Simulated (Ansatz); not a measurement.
# C3H2BrF: one species, many methods

Aim: compute C3H2BrF with functionals from several rungs and with coupled cluster, and see how far each lands from CCSD(T) at the basis-set limit for the atomisation energy.

Computed with Ansatz 0.2.0, Gaussian basis. Level: functionals in def2-TZVPP, the program's frozen cores in correlated methods.

Plan: PBE-D4, r2SCAN-D4, PBE0-D4, B3LYP-D4, ωB97X-V, ωB97M-V, B2PLYP; CCSD(T)/def2-TZVPP; MP2/def2-QZVPP; extrapolation to the limit.

## Step 1: The relaxed structure

The geometry comes from an earlier relaxation with PBE0-D4 in a triple-zeta def2 set; it is a stationary point, not always the lowest conformer.

SMILES `FC1C=C1Br`, 7 atoms, charge 0, spin multiplicity 1.

Atoms are counted from 1 here; the program's logs count them from 0.

Bond lengths: F1–C2 1.379 Å, C2–C3 1.476 Å, C2–C4 1.452 Å, C2–H6 1.088 Å, C3–C4 1.298 Å, C3–H7 1.077 Å, C4–Br5 1.835 Å. Angles: F1–C2–C3 118.5°, F1–C2–C4 118.8°, F1–C2–H6 108.6°, C3–C2–C4 52.6°, C3–C2–H6 124.2°, C4–C2–H6 124.6°, C2–C3–C4 62.7°, C2–C3–H7 146.3°, C4–C3–H7 151.0°, C2–C4–C3 64.7°, C2–C4–Br5 146.6°, C3–C4–Br5 148.7°.

## Step 2: PBE-D4 (GGA)

File in.yaml:

```yaml
crystal:
  periodic: [false, false, false]
  atoms:
    - {symbol: F, position_ang: [-0.713757, 0.200914, 1.698698]}
    - {symbol: C, position_ang: [-0.442804, -0.384670, 0.480461]}
    - {symbol: C, position_ang: [0.912815, -0.238623, -0.085697]}
    - {symbol: C, position_ang: [-0.036365, 0.461836, -0.626686]}
    - {symbol: Br, position_ang: [-0.553432, 1.702741, -1.875871]}
    - {symbol: H, position_ang: [-1.052497, -1.279916, 0.382684]}
    - {symbol: H, position_ang: [1.947139, -0.530181, -0.019187]}
basis:
  gaussian: {orbitals: def2-TZVPP}
hamiltonian: {xc: pbe, dispersion: d4}
output: {forces: true, orbitals: {seedname: orbitals}}
```

Started as:

```console
$ ansatz run in.yaml --threads 4 --pin off --events-out ev --progress --plain --max-ram 10444MiB
```

The runs that follow: r2SCAN-D4 (meta-GGA); PBE0-D4 (hybrid); B3LYP-D4 (hybrid); ωB97X-V (range-separated); ωB97M-V (range-separated); B2PLYP (double hybrid); CCSD(T) in def2-TZVPP; MP2 in def2-QZVPP.

Q: Predict the results of all the runs planned. Wanted: atomisation energy, CCSD(T)/CBS; farthest; mean size of error, hybrid; mean size of error, range-separated; gap, smallest and largest; T1 diagnostic; triples share of the correlation energy.

As calculated:

| quantity | value |
| --- | --- |
| atomisation energy, CCSD(T)/CBS | 2771.2 kJ/mol |
| functionals within 27.7 kJ/mol (1.0 %) | B3LYP-D4, ωB97X-V, ωB97M-V, B2PLYP |
| farthest | PBE-D4 (+161.6 kJ/mol) |
| mean size of error, hybrid | 33.6 kJ/mol |
| mean size of error, range-separated | 10.8 kJ/mol |
| gap, smallest and largest | 5.24 eV (PBE-D4), 11.98 eV (ωB97X-V) |
| T1 diagnostic | 0.0102 |
| triples share of the correlation energy | 4.1 % |

PBE-D4 misses by +161.6 kJ/mol. Double hybrids carry the basis error of their MP2 part in triple zeta, and no dispersion term here, so their miss is partly the set-up's. The reference freezes the cores and leaves out relativity and excitations past (T), and its outer-core shells are covered unevenly, so misses under about 27.7 kJ/mol can't be ranked. All levels share the lack of spin-orbit coupling, which lowers the free heavy atoms and so the true binding. Hartree-Fock recovers 68 % of the binding; the rest is correlation. The gap grows from 5.2 to 12.0 eV across the functionals, mostly with the share of exact exchange. Correlated methods include outer-core shells of Br, which these sets cover unevenly.
